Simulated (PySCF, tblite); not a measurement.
# C₁₃H₉FO: NMR shifts, part 2 of 2

tblite 0.8.0 and PySCF 2.14.0. Atoms count from 0. Earlier steps stand in the parts before.

### 5 NMR shifts: GIAO KT3/pcSseg-2

The job: settings as JSON, then the geometry in Å.

```
{"job": {"kind": "nmr", "xc": "KT3", "basis": "pcSseg-2", "pop": false}, "charge": 0, "multiplicity": 1}
O     -0.202553     2.621175    -0.505127
C     -1.223988     2.050095    -0.687439
F     -2.246276     2.691841    -1.288160
C     -1.600970     0.667931    -0.309242
C     -2.961986     0.328746    -0.295286
C     -3.384136    -0.911381     0.165622
C     -2.440064    -1.829868     0.618882
C     -1.086241    -1.508352     0.590093
C     -0.633345    -0.267935     0.122844
C      0.832186    -0.040591     0.072446
C      1.604407    -0.204121     1.228371
C      2.989354    -0.058123     1.183235
C      3.621502     0.239833    -0.021589
C      2.860150     0.394252    -1.180258
C      1.477185     0.257640    -1.134239
H     -3.690648     1.064705    -0.635415
H     -4.447808    -1.157714     0.175216
H     -2.756434    -2.809094     0.986183
H     -0.345006    -2.242266     0.913958
H      1.109227    -0.429891     2.176063
H      3.576839    -0.175826     2.096837
H      4.707543     0.352481    -0.059263
H      3.348906     0.623750    -2.129954
H      0.887570     0.375208    -2.046270
```

Level: GIAO KT3/pcSseg-2 NMR shielding, non-relativistic, gas phase.

Output:

```text
nearly dependent basis: matrix products in double precision
start: PBE on a coarse grid of 20855 points
cycle   1  E = -675.0638798010  dE =  2.307e+00  |g| = 1.134e+00  |ddm| = 4.435e+00
cycle   2  E = -673.7899346521  dE =  1.274e+00  |g| = 2.718e+00  |ddm| = 9.318e+00
cycle   3  E = -675.2395462829  dE = -1.450e+00  |g| = 6.586e-01  |ddm| = 8.580e+00
cycle   4  E = -675.3239717442  dE = -8.443e-02  |g| = 1.778e-01  |ddm| = 9.632e-01
cycle   5  E = -675.3268587885  dE = -2.887e-03  |g| = 1.002e-01  |ddm| = 2.473e-01
cycle   6  E = -675.3287465808  dE = -1.888e-03  |g| = 4.071e-02  |ddm| = 1.764e-01
cycle   7  E = -675.3291525258  dE = -4.059e-04  |g| = 1.620e-02  |ddm| = 5.656e-02
cycle   8  E = -675.3292158200  dE = -6.329e-05  |g| = 3.772e-03  |ddm| = 1.890e-02
final grid: 197024 points
cycle   9  E = -686.6132929683  dE = -4.988e-02  |g| = 2.133e-01  |ddm| = 6.574e+00
cycle  10  E = -686.5894901586  dE =  2.380e-02  |g| = 4.274e-01  |ddm| = 9.701e-01
cycle  11  E = -686.6194262405  dE = -2.994e-02  |g| = 6.792e-02  |ddm| = 6.815e-01
cycle  12  E = -686.6202806547  dE = -8.544e-04  |g| = 2.122e-02  |ddm| = 8.883e-02
cycle  13  E = -686.6203555853  dE = -7.493e-05  |g| = 5.856e-03  |ddm| = 3.377e-02
cycle  14  E = -686.6203630028  dE = -7.417e-06  |g| = 1.983e-03  |ddm| = 1.495e-02
cycle  15  E = -686.6203639285  dE = -9.258e-07  |g| = 8.224e-04  |ddm| = 2.694e-03
cycle  16  E = -686.6203640926  dE = -1.640e-07  |g| = 3.158e-04  |ddm| = 1.326e-03
cycle  17  E = -686.6203641194  dE = -2.682e-08  |g| = 7.061e-05  |ddm| = 4.695e-04
converged SCF energy = -686.6203641194

GIAO shielding tensors (ppm)
atom      isotropic    diamagn.    paramagn.     s11        s22        s33       span
  0 O      -76.900     408.749    -485.649   -294.509   -188.691    252.500    547.009
  1 C       25.331     255.891    -230.560    -73.035     43.671    105.357    178.392
  2 F      146.895     470.868    -323.973    -52.736    225.885    267.537    320.273
  3 C       59.504     269.981    -210.478    -20.656     50.731    148.436    169.092
  4 C       50.233     258.685    -208.452    -47.831     31.532    166.998    214.829
  5 C       56.744     256.084    -199.340    -45.354     47.092    168.495    213.849
  6 C       50.322     258.496    -208.174    -53.762     37.761    166.968    220.730
  7 C       50.394     265.831    -215.437    -45.597     42.978    153.801    199.398
  8 C       32.561     266.178    -233.616    -46.125    -14.453    158.262    204.388
  9 C       40.730     264.062    -223.332    -47.052     12.344    156.898    203.950
 10 C       55.914     265.376    -209.462    -40.252     49.165    158.827    199.080
 11 C       54.825     257.868    -203.042    -50.069     46.552    167.994    218.062
 12 C       55.665     256.278    -200.612    -49.091     46.366    169.722    218.812
 13 C       55.928     258.165    -202.237    -46.476     46.078    168.183    214.658
 14 C       52.565     266.764    -214.199    -44.829     42.195    160.330    205.159
 15 H       23.172      29.150      -5.978     19.059     22.381     28.076      9.017
 16 H       23.999      23.920       0.079     20.773     24.463     26.761      5.988
 17 H       23.831      27.741      -3.910     20.688     23.865     26.942      6.253
 18 H       24.019      36.873     -12.854     19.914     22.203     29.939     10.026
 19 H       24.070      37.088     -13.018     20.463     22.576     29.171      8.708
 20 H       23.917      27.688      -3.772     20.797     24.044     26.909      6.111
 21 H       24.015      23.839       0.176     21.064     24.374     26.608      5.544
 22 H       24.068      28.369      -4.301     20.809     24.273     27.121      6.312
 23 H       24.098      38.074     -13.976     20.324     22.311     29.658      9.334
```

Wall time 46 s (2 threads of Intel Xeon 6975P-C, shared host); peak memory 1.5 GiB.

### 6 NMR shifts: GIAO PBE0/pcSseg-1 in chloroform

Settings changed since step 5:

```diff
@@ -1,2 +1,2 @@
-{"job": {"kind": "nmr", "xc": "KT3", "basis": "pcSseg-2", "pop": false}, "charge": 0, "multiplicity": 1}
+{"job": {"kind": "nmr", "xc": "PBE0", "basis": "pcSseg-1", "pop": false, "solvent": "chloroform"}, "charge": 0, "multiplicity": 1}
 O     -0.202553     2.621175    -0.505127
```

With the program's defaults for keys left out, this is: GIAO PBE0/pcSseg-1 NMR shielding, non-relativistic, IEF-PCM chloroform.

Output:

```text
start: PBE on a coarse grid of 20855 points
cycle   1  E = -674.6474908527  dE =  2.311e+00  |g| = 1.061e+00  |ddm| = 5.299e+00
cycle   2  E = -673.6833856685  dE =  9.641e-01  |g| = 2.423e+00  |ddm| = 3.340e+00
cycle   3  E = -674.8209292132  dE = -1.138e+00  |g| = 5.376e-01  |ddm| = 2.671e+00
cycle   4  E = -674.8772942134  dE = -5.637e-02  |g| = 1.396e-01  |ddm| = 6.068e-01
cycle   5  E = -674.8792335689  dE = -1.939e-03  |g| = 7.557e-02  |ddm| = 1.629e-01
cycle   6  E = -674.8803433898  dE = -1.110e-03  |g| = 2.251e-02  |ddm| = 1.034e-01
cycle   7  E = -674.8804526560  dE = -1.093e-04  |g| = 9.756e-03  |ddm| = 3.106e-02
final grid: 197024 points
cycle   8  E = -675.0496702423  dE = -8.513e-03  |g| = 7.255e-02  |ddm| = 5.619e-01
cycle   9  E = -675.0480962038  dE =  1.574e-03  |g| = 1.166e-01  |ddm| = 1.563e-01
cycle  10  E = -675.0507716630  dE = -2.675e-03  |g| = 1.677e-02  |ddm| = 1.067e-01
cycle  11  E = -675.0508273171  dE = -5.565e-05  |g| = 5.034e-03  |ddm| = 1.756e-02
cycle  12  E = -675.0508307707  dE = -3.454e-06  |g| = 1.358e-03  |ddm| = 4.965e-03
cycle  13  E = -675.0508294955  dE =  1.275e-06  |g| = 4.267e-04  |ddm| = 1.537e-03
cycle  14  E = -675.0508290956  dE =  3.999e-07  |g| = 1.938e-04  |ddm| = 6.278e-04
cycle  15  E = -675.0508310997  dE = -2.004e-06  |g| = 4.235e-05  |ddm| = 2.726e-04
converged SCF energy = -675.0508310997

GIAO shielding tensors (ppm)
atom      isotropic    diamagn.    paramagn.     s11        s22        s33       span
  0 O      -90.827     407.932    -498.758   -327.346   -214.635    269.501    596.847
  1 C       20.829     251.985    -231.156    -88.929     47.151    104.265    193.194
  2 F      154.791     476.477    -321.687    -58.088    229.890    292.570    350.658
  3 C       58.358     261.145    -202.787    -28.298     49.208    154.164    182.462
  4 C       44.856     245.912    -201.057    -60.053     20.169    174.450    234.503
  5 C       51.018     254.760    -203.742    -57.682     33.689    177.048    234.730
  6 C       42.750     254.253    -211.503    -68.913     21.747    175.416    244.330
  7 C       45.372     250.883    -205.511    -57.089     32.664    160.541    217.630
  8 C       29.003     256.094    -227.091    -59.219    -18.312    164.539    223.757
  9 C       37.780     259.968    -222.187    -59.469      9.225    163.585    223.055
 10 C       50.428     250.648    -200.220    -53.024     38.294    166.013    219.037
 11 C       49.802     254.250    -204.448    -61.979     35.038    176.346    238.325
 12 C       50.341     254.575    -204.235    -61.241     34.401    177.862    239.103
 13 C       51.100     254.193    -203.093    -58.442     35.366    176.377    234.819
 14 C       47.870     251.255    -203.385    -56.249     32.545    167.313    223.563
 15 H       22.784      30.238      -7.453     18.233     22.469     27.652      9.418
 16 H       23.425      27.715      -4.290     19.932     24.376     25.968      6.036
 17 H       23.239      29.149      -5.911     19.891     23.597     26.228      6.337
 18 H       23.675      33.419      -9.744     19.141     22.139     29.743     10.602
 19 H       23.646      33.419      -9.773     19.614     22.263     29.062      9.448
 20 H       23.440      29.169      -5.729     20.065     23.915     26.340      6.275
 21 H       23.532      27.998      -4.467     20.317     24.405     25.873      5.556
 22 H       23.589      29.485      -5.896     20.060     24.073     26.634      6.574
 23 H       23.768      33.717      -9.950     19.668     22.092     29.544      9.876
```

It took 16 s on 2 threads of Intel Xeon 6975P-C, shared host; peak memory 1.1 GiB.

### 7 What came out

The summary covers parts 1 to 2.

```
                                                               quantity                                                                            value
                                                            point group                                                                               C1
                                   rotational constants (main isotopes)                                                             1.00, 0.48, 0.35 GHz
13C shifts against TMS (PBE0/pcSseg-2, means over atoms taken as alike)  165.9, 161.9, 152.1, 143.9, 143.5, 142.7, 139.0, 137.7, 137.5, 135.9, 132.4 ppm
 1H shifts against TMS (PBE0/pcSseg-2, means over atoms taken as alike)                                     8.52, 7.87, 7.67, 7.66, 7.65, 7.64, 7.56 ppm
                                 17O shifts against H2O (PBE0/pcSseg-2)                                                                        437.7 ppm
                               19F shifts against CFCl3 (PBE0/pcSseg-2)                                                                         22.7 ppm
                               measured, and computed on the same scale                                                              F2 δ 35.1, 22.7 ppm
```

Over 36 steps the energy fell by 0.101 eV; of the close pairs, C1–F2 changed most, 1.376 to 1.348 Å (PBE0/def2-SVP). No frequency check was run at this level, so the end point may be a saddle. At PBE0/pcSseg-2: The widest tensor belongs to O0: span 627 ppm, with a paramagnetic part of -514 ppm. The one measured 19F shift is missed by -12.4 ppm (computed less measured, unscaled). Vibration, temperature and solvent are missing from the calculation, and it holds one conformer, so part of the miss against the measured shifts is not the functional's. NICS(1)zz of -26 ppm above the planar ring from C3 marks a diatropic (aromatic) ring current. NICS(1)zz of -28 ppm above the planar ring from C9 marks a diatropic (aromatic) ring current.
